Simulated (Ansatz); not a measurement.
# C3H9FOSi: the cost of one run

Method: UHF/STO-3G, in Ansatz 0.2.0.

## Step 1: Starting point

Bond lengths: C1–Si2 1.832 Å, Si2–F3 1.589 Å, Si2–C4 1.828 Å, C4–C5 1.539 Å, C5–O6 1.435 Å, C1–H7 1.144 Å, C1–H8 1.062 Å, C1–H9 1.078 Å, Si2–H10 1.482 Å, C4–H11 1.032 Å, C4–H12 1.137 Å, C5–H13 1.121 Å, C5–H14 1.100 Å, O6–H15 0.946 Å. Angles (14 of 25 angles, heavy atoms first): C1–Si2–F3 108.5°, C1–Si2–C4 117.5°, F3–Si2–C4 104.8°, Si2–C4–C5 117.1°, C4–C5–O6 111.6°, C1–Si2–H10 107.4°, F3–Si2–H10 108.5°, C4–Si2–H10 109.9°, Si2–C1–H7 109.0°, Si2–C1–H8 111.0°, Si2–C1–H9 116.2°, Si2–C4–H11 112.0°, Si2–C4–H12 106.8°, C5–C4–H11 108.7°.

As a file:

```xyz
15

C     0.3424   -0.6661    1.9157
Si    1.1221   -0.7276    0.2593
F     2.2672    0.3726    0.2013
C     0.0600   -0.3750   -1.1861
C    -0.6832    0.9723   -1.1968
O    -1.7447    0.9989   -0.2319
H    -0.0736    0.3848    2.0930
H    -0.5024   -1.3083    1.9637
H     0.9960   -0.8390    2.7554
H     1.7455   -2.0641    0.1125
H     0.5725   -0.4778   -2.0760
H    -0.7582   -1.1639   -1.1927
H    -1.1734    1.2020   -2.1788
H    -0.0144    1.8022   -0.9238
H    -2.1776    1.8384   -0.2854
```

## Step 2: Preparing the start

Input file input.yaml:

```yaml
crystal:
  periodic: [false, false, false]
  atoms:
    - { symbol: C, position_ang: [0.3424, -0.6661, 1.9157] }
    - { symbol: Si, position_ang: [1.1221, -0.7276, 0.2593] }
    - { symbol: F, position_ang: [2.2672, 0.3726, 0.2013] }
    - { symbol: C, position_ang: [0.06, -0.375, -1.1861] }
    - { symbol: C, position_ang: [-0.6832, 0.9723, -1.1968] }
    - { symbol: O, position_ang: [-1.7447, 0.9989, -0.2319] }
    - { symbol: H, position_ang: [-0.0736, 0.3848, 2.093] }
    - { symbol: H, position_ang: [-0.5024, -1.3083, 1.9637] }
    - { symbol: H, position_ang: [0.996, -0.839, 2.7554] }
    - { symbol: H, position_ang: [1.7455, -2.0641, 0.1125] }
    - { symbol: H, position_ang: [0.5725, -0.4778, -2.076] }
    - { symbol: H, position_ang: [-0.7582, -1.1639, -1.1927] }
    - { symbol: H, position_ang: [-1.1734, 1.202, -2.1788] }
    - { symbol: H, position_ang: [-0.0144, 1.8022, -0.9238] }
    - { symbol: H, position_ang: [-2.1776, 1.8384, -0.2854] }
magnetization:
  spin_polarized: true
basis:
  gaussian: { orbitals: STO-3G }
hamiltonian:
  xc: hf
relax:
  f_tol: 0.02
  max_steps: 40
output:
  orbitals: {}
```

On the command line:

```sh
> ansatz run input.yaml --threads 1 --pin off --max-ram 2048MiB --backend cpu --events-out ev --progress --plain --runs-dir out
```

What time and memory should one allow on 1 thread of Arm Neoverse V2, shared host?

About 33 s, with a peak of 0.14 GiB.
